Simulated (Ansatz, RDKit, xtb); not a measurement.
**Isomers of CH5FGeOSi, a sample narrowed down**

A sample of isomers of CH5FGeOSi is drawn. Aim: find which of them has the lowest free energy at 298.15 K, then its properties. The sample is small against all isomers, and the most stable one of this formula need not be in it.

Plan: many cheap relaxations first (GFN2-xTB), then density-functional screening, relaxation at PBE-D3(BJ)/def2-SVP, vibrations (at GFN2-xTB) and a final energy. The numbers are computed, not measured.

**1. Drawing up candidates**

Isomers were taken from a list of plausible structures; this is a sample, not all of them. That gives 4 candidates.

```
label                    SMILES     spin
 c242  O=[CH][Ge@@H]([F])[SiH3]  singlet
 c500       O=C[Si@@H](F)[GeH3]  singlet
 c875       O=[CH][GeH2][SiH2]F  singlet
 c902        O=C[SiH2][GeH2][F]  singlet
```

Candidates are built by distance geometry, with a force field where one applies, in up to four conformers (letters a to d).

**2. Cheap relaxation of all starts**

All 7 starts are relaxed the same way. One of them, c242a (taken from a list of positional isomers, embedded by distance geometry and UFF), in full:

File start.xyz:

```xyz
10
c242a
C      1.480390    -0.253897     1.533293
F     -0.563087    -1.456393     3.370960
Ge     0.124309    -1.627969     1.820617
O      2.096352    -0.205654     0.537465
Si    -1.475493    -1.445534     0.148379
H      1.658375     0.439115     2.315793
H      0.835166    -3.059267     1.664609
H     -2.105001    -0.080694     0.287059
H     -2.468287    -2.453456     0.351018
H     -0.874986    -1.530401    -1.166020
```

On the command line:

```bash
$ xtb start.xyz --gfn 2 --opt
```

The program printed (excerpt; [...] marks lines left out):

```text
* xtb version 6.7.1
[...]
          :  # basis functions                  37          :
[...]
          :  # electrons                        30          :
[...]
          :  Hamiltonian                  GFN2-xTB          :
[...]
          :  net charge                          0          :
          :  unpaired electrons                  0          :
[...]
   *** convergence criteria satisfied after 14 iterations ***
[...]
   *** GEOMETRY OPTIMIZATION CONVERGED AFTER 24 ITERATIONS ***
[...]
   *** convergence criteria satisfied after 3 iterations ***
[...]
         ::                     SUMMARY                     ::
         :::::::::::::::::::::::::::::::::::::::::::::::::::::
         :: total energy             -17.157995703260 Eh    ::
         :: gradient norm              0.000556784131 Eh/a0 ::
         :: HOMO-LUMO gap              2.518721258167 eV    ::
         ::.................................................::
         :: SCC energy               -17.254904240101 Eh    ::
         :: -> isotropic ES            0.044416880100 Eh    ::
         :: -> anisotropic ES          0.000160533859 Eh    ::
         :: -> anisotropic XC          0.002415249735 Eh    ::
         :: -> dispersion             -0.005867574968 Eh    ::
         :: repulsion energy           0.096908536841 Eh    ::
         :: add. restraining           0.000000000000 Eh    ::
         :: total charge               0.000000000000 e     ::
         :::::::::::::::::::::::::::::::::::::::::::::::::::::
[...]
        15        2.0000           -0.3829854             -10.4216 (HOMO)
        16                         -0.2904241              -7.9028 (LUMO)
[...]
     #   Z          covCN         q      C6AA      α(0)
     1   6 C        2.652     0.150    24.720     8.134
     2   9 F        0.712    -0.327    12.638     4.198
     3  32 Ge       3.439     0.187   172.686    23.833
     4   8 O        0.858    -0.299    19.765     5.961
     5  14 Si       3.678     0.454    98.448    19.010
     6   1 H        0.921     0.052     2.298     2.371
     7   1 H        0.927    -0.033     3.708     3.011
     8   1 H        0.918    -0.057     4.258     3.227
     9   1 H        0.918    -0.057     4.274     3.233
    10   1 H        0.919    -0.070     4.619     3.361
[...]
     #   Z sym  total        # sym  WBO       # sym  WBO       # sym  WBO
 ---------------------------------------------------------------------------
     1   6 C    3.840 --     4 O    1.978     6 H    0.915     3 Ge   0.777
     2   9 F    1.146 --     3 Ge   1.068
     3  32 Ge   3.610 --     2 F    1.068     7 H    0.818     1 C    0.777
                             5 Si   0.680
     4   8 O    2.156 --     1 C    1.978
     5  14 Si   3.540 --    10 H    0.883     9 H    0.877     8 H    0.875
                             3 Ge   0.680
     6   1 H    0.996 --     1 C    0.915
     7   1 H    0.999 --     3 Ge   0.818
     8   1 H    0.997 --     5 Si   0.875
     9   1 H    0.994 --     5 Si   0.877
    10   1 H    0.995 --     5 Si   0.883
 ---------------------------------------------------------------------------
[...]
molecular dipole:
                 x           y           z       tot (Debye)
 q only:       -1.060      -0.554      -1.066
   full:       -0.694      -0.461      -0.876       3.073
molecular quadrupole (traceless):
[...]
          | TOTAL ENERGY              -17.157995703260 Eh   |
          | GRADIENT NORM               0.000556784131 Eh/α |
          | HOMO-LUMO GAP               2.518721258167 eV   |
           -------------------------------------------------
[...]
```

Run time: 0.11 s. Hardware: 2 threads of Intel Xeon 6975P-C (Granite Rapids), shared host.

**3. What the search left**

7 of the 7 relaxations converged; 2 ended on a minimum already found. 5 distinct structures remain:

```
label  start              SMILES after     spin  energy (kcal/mol)
c875b  drawn       O=[CH][GeH2][SiH2]F  singlet                0.0
c875a  drawn       O=[CH][GeH2][SiH2]F  singlet                0.4
c500b  drawn       O=C[Si@@H](F)[GeH3]  singlet                4.3
c242a  drawn  O=[CH][Ge@@H]([F])[SiH3]  singlet                6.6
c902a  drawn        O=C[SiH2][GeH2][F]  singlet               12.9
```

**4. Screening with a density functional**

A choice of the minima (the low ones first, few conformers of a pattern, up to a cap) and the lowest that fell apart get a single point at r2SCAN-D4/def2-SVP on the tight-binding geometry, and one at HF/STO-3G for comparison. The lowest singlets are also tried as triplets at the same geometry (label ending in t). The first, c875b:

File input.yaml:

```yaml
crystal:
  periodic: [false, false, false]
  atoms:
    - {symbol: C, position_ang: [-2.305304, -0.997105, -2.220347]}
    - {symbol: F, position_ang: [-0.054035, 0.028668, 0.901164]}
    - {symbol: Ge, position_ang: [-0.742649, -1.988346, -1.466398]}
    - {symbol: O, position_ang: [-2.327638, -0.551465, -3.333927]}
    - {symbol: Si, position_ang: [0.792997, -0.692550, -0.261908]}
    - {symbol: H, position_ang: [-3.178533, -0.850765, -1.549511]}
    - {symbol: H, position_ang: [-0.105567, -2.693364, -2.630733]}
    - {symbol: H, position_ang: [-1.352462, -3.106706, -0.652371]}
    - {symbol: H, position_ang: [1.365938, 0.404692, -1.028335]}
    - {symbol: H, position_ang: [1.789889, -1.471322, 0.458505]}
basis:
  gaussian:
    orbitals: def2-SVP
total_charge: 0
hamiltonian:
  xc: r2scan
  dispersion: d4
scf:
  lower_state_search: off
output: {orbitals: {seedname: orbitals}}
```

On the command line:

```bash
$ ansatz run input.yaml --threads 2 --pin off --max-ram 5220MiB --events-out events.jsonl --progress --plain --runs-dir runs
```

The program printed (excerpt; [...] marks lines left out):

```text
Warning: RAYON_NUM_THREADS=2 ignored (pool sized by the plan → 2); use --threads N
Functional definition: r2SCAN
  name "r2SCAN"
[...]
1286 factors; their error is unknown
[...]
mean field -70260.82939714 eV, -2582.0378558443 hartree, gradient 5.1e-6 eV, S^2 0.000000; 0 other end points of the search recorded, 0 dependent functions left out
reference -70260.82940744 eV, -2582.0378562229 hartree; 37, 37 occupied and 80, 80 virtual orbitals, 1286 factors
Total energy: -70260.88087229 eV, -2582.0397475212 hartree
Checks for a lower state left out: stability, starts, cluster_reference, orbital_swaps, neighbouring_geometries, increment
```

It took 1.2 s on 2 threads of Intel Xeon 6975P-C (Granite Rapids), shared host; peak memory 0.16 GiB.

Relative energies in kcal/mol, each column from its lowest structure that stays in one piece:

```
 label                    SMILES     spin  GFN2-xTB  HF/STO-3G  r2SCAN-D4/def2-SVP
 c500b       O=C[Si@@H](F)[GeH3]  singlet       4.3        0.0                 0.0
 c875b       O=[CH][GeH2][SiH2]F  singlet       0.0        2.7                 0.1
 c875a       O=[CH][GeH2][SiH2]F  singlet       0.4        3.2                 0.6
 c242a  O=[CH][Ge@@H]([F])[SiH3]  singlet       6.6       18.1                13.3
 c902a        O=C[SiH2][GeH2][F]  singlet      12.9       13.5                15.0
c500bt       O=C[Si@@H](F)[GeH3]  triplet         –          –                51.1
c875bt       O=[CH][GeH2][SiH2]F  triplet         –          –                58.4
```

**5. Refinement at PBE-D3(BJ)/def2-SVP**

4 candidates are relaxed at PBE-D3(BJ)/def2-SVP (chosen among the lowest in one piece, one conformer a pattern). The first, c500b:

File input.yaml:

```yaml
crystal:
  periodic: [false, false, false]
  atoms:
    - symbol: C
      position_ang: [0.525345, -0.451745, 1.082956]
    - symbol: F
      position_ang: [-0.479881, -2.581942, -0.487763]
    - symbol: Ge
      position_ang: [-0.041951, 0.368475, -1.967407]
    - symbol: O
      position_ang: [0.319528, 0.736369, 1.054078]
    - symbol: Si
      position_ang: [0.604029, -1.389984, -0.591953]
    - symbol: H
      position_ang: [0.646953, -0.960222, 2.058805]
    - symbol: H
      position_ang: [1.866815, -2.101926, -0.736880]
    - symbol: H
      position_ang: [0.945001, 1.485569, -1.943498]
    - symbol: H
      position_ang: [-0.171175, 0.006523, -3.416609]
    - symbol: H
      position_ang: [-1.359462, 0.961547, -1.594980]
basis:
  gaussian: {orbitals: def2-SVP}
hamiltonian: {xc: {name: PBE}, dispersion: d3bj}
relax: {f_tol: 0.006}
scf: {lower_state_search: off}
```

On the command line:

```bash
$ ansatz run input.yaml --threads 2 --pin off --max-ram 5220MiB --events-out events.jsonl --progress --plain --runs-dir runs
```

The program printed (excerpt; [...] marks lines left out):

```text
Warning: RAYON_NUM_THREADS=2 ignored (pool sized by the plan → 2); use --threads N
[...]
Functional definition: PBE
  name "PBE"
[...]
1286 factors; their error is unknown
[...]
mean field -70245.56183776 eV, -2581.4767833858 hartree, gradient 3.1e-6 eV, S^2 0.000000; 0 other end points of the search recorded, 0 dependent functions left out
[...]
reference -70245.56187404 eV, -2581.4767847190 hartree; 37, 37 occupied and 80, 80 virtual orbitals, 1286 factors
relax step   1: F+E_penalty+E_count = -70245.78635063 eV  Δ(F+E_penalty+E_count) = +0.000e0 eV  max|allowed force component| = 1.561e0 eV/Å  Δτ_max = 0.0000 Å  (18 SCF iters, accepted)
[...]
relax step  11: F+E_penalty+E_count = -70246.08483272 eV  Δ(F+E_penalty+E_count) = +2.889e-3 eV  max|allowed force component| = 4.786e-1 eV/Å  Δτ_max = 0.0844 Å  (19 SCF iters, rejected (line search))
[...]
Atom 1 at    -0.415099    -2.584377    -0.582630 Å, force     0.002338     0.002933    -0.000370 eV/Å
Atom 2 at    -0.134955     0.377108    -2.097428 Å, force     0.000478     0.000096     0.000239 eV/Å
Atom 3 at     1.230467     0.506786     1.444978 Å, force     0.000149    -0.000355    -0.000219 eV/Å
Atom 4 at     0.584979    -1.273821    -0.523284 Å, force    -0.002534    -0.002798     0.000926 eV/Å
Atom 5 at    -0.073800    -0.947325     2.078182 Å, force     0.002735     0.002172    -0.002761 eV/Å
Atom 6 at     1.990393    -1.739287    -0.788498 Å, force     0.000230     0.000198     0.000001 eV/Å
Atom 7 at     0.857726     1.565872    -2.093137 Å, force     0.000227    -0.000029     0.000186 eV/Å
Atom 8 at    -0.199560    -0.231159    -3.521436 Å, force     0.000022    -0.000363    -0.000660 eV/Å
Atom 9 at    -1.544274     0.891730    -1.708929 Å, force    -0.000842     0.000241     0.000149 eV/Å
Dipole moment:    -0.063908    -0.066655    -0.111781 e Å
Checks for a lower state left out: stability, starts, cluster_reference, orbital_swaps, neighbouring_geometries, increment
```

It took 42 s on 2 threads of Intel Xeon 6975P-C (Granite Rapids), shared host; peak memory 0.18 GiB.

Energy change by step (eV): 0.0000, -0.2499, -0.2770, -0.2803, -0.2864, -0.2909, -0.2928, -0.2994, -0.2983, -0.3014, -0.2985, -0.3027, -0.3032, -0.3040, -0.3043, -0.3047, -0.3051, -0.3052, -0.3055, -0.3056, -0.3056, -0.3057, -0.3058, -0.3058, -0.3059, -0.3060, -0.3061, -0.3063, -0.3063, -0.3064.

After the run. Bond lengths: C1–O4 1.220 Å, C1–Si5 1.937 Å, F2–Si5 1.650 Å, Ge3–Si5 2.392 Å, C1–H6 1.138 Å, Si5–H7 1.504 Å, Ge3–H8 1.549 Å, Ge3–H9 1.550 Å, Ge3–H10 1.550 Å. Some angles: O4–C1–Si5 118.0°, C1–Si5–F2 110.2°, C1–Si5–Ge3 108.7°, F2–Si5–Ge3 110.0°, O4–C1–H6 121.1°, Si5–C1–H6 120.9°, C1–Si5–H7 107.4°, F2–Si5–H7 108.3°, Ge3–Si5–H7 112.3°, Si5–Ge3–H8 109.6°.

**6. The relaxed candidates**

```
label     spin  r2SCAN-D4/def2-SVP (kcal/mol)  PBE-D3(BJ)/def2-SVP, relaxed (kcal/mol)  time
c500b  singlet                            0.0                                      0.0  42 s
c875b  singlet                            0.1                                      1.9  25 s
c242a  singlet                           13.3                                     12.9  29 s
c902a  singlet                           15.0                                     15.0  26 s
```

c500b: Bond lengths: C1–O4 1.220 Å, C1–Si5 1.937 Å, F2–Si5 1.650 Å, Ge3–Si5 2.392 Å, C1–H6 1.138 Å, Si5–H7 1.504 Å, Ge3–H8 1.549 Å, Ge3–H9 1.550 Å, Ge3–H10 1.550 Å. Some angles: O4–C1–Si5 118.0°, C1–Si5–F2 110.2°, C1–Si5–Ge3 108.7°, F2–Si5–Ge3 110.0°, O4–C1–H6 121.1°, Si5–C1–H6 120.9°, C1–Si5–H7 107.4°, F2–Si5–H7 108.3°, Ge3–Si5–H7 112.3°, Si5–Ge3–H8 109.6°.

c875b: Bond lengths: C1–Ge3 2.027 Å, C1–O4 1.211 Å, F2–Si5 1.647 Å, Ge3–Si5 2.393 Å, C1–H6 1.136 Å, Ge3–H7 1.551 Å, Ge3–H8 1.555 Å, Si5–H9 1.503 Å, Si5–H10 1.504 Å. Some angles: C1–Ge3–Si5 108.9°, Ge3–C1–O4 121.8°, F2–Si5–Ge3 107.6°, C1–Ge3–H7 107.7°, C1–Ge3–H8 110.1°, Si5–Ge3–H7 109.5°, Si5–Ge3–H8 110.4°, Ge3–C1–H6 116.9°, O4–C1–H6 121.3°, F2–Si5–H9 108.4°.

c242a: Bond lengths: C1–Ge3 2.024 Å, F2–Ge3 1.776 Å, C1–O4 1.212 Å, Ge3–Si5 2.401 Å, C1–H6 1.136 Å, Ge3–H7 1.557 Å, Si5–H8 1.502 Å, Si5–H9 1.503 Å, Si5–H10 1.504 Å. Some angles: C1–Ge3–F2 106.4°, C1–Ge3–Si5 112.2°, F2–Ge3–Si5 108.3°, Ge3–C1–O4 120.4°, C1–Ge3–H7 108.8°, F2–Ge3–H7 106.4°, Si5–Ge3–H7 114.3°, Ge3–C1–H6 117.5°, O4–C1–H6 122.0°, Ge3–Si5–H8 108.9°.

c902a: Bond lengths: F2–Ge3 1.768 Å, C1–O4 1.214 Å, C1–Si5 1.950 Å, Ge3–Si5 2.402 Å, C1–H6 1.139 Å, Si5–H7 1.500 Å, Si5–H8 1.509 Å, Ge3–H9 1.555 Å, Ge3–H10 1.555 Å. Some angles: F2–Ge3–Si5 107.0°, O4–C1–Si5 122.9°, C1–Si5–Ge3 109.0°, F2–Ge3–H9 106.2°, F2–Ge3–H10 106.1°, Si5–Ge3–H9 113.6°, Si5–Ge3–H10 112.8°, O4–C1–H6 120.8°, Si5–C1–H6 116.3°, C1–Si5–H7 110.2°.

[end of part 1 of 2]
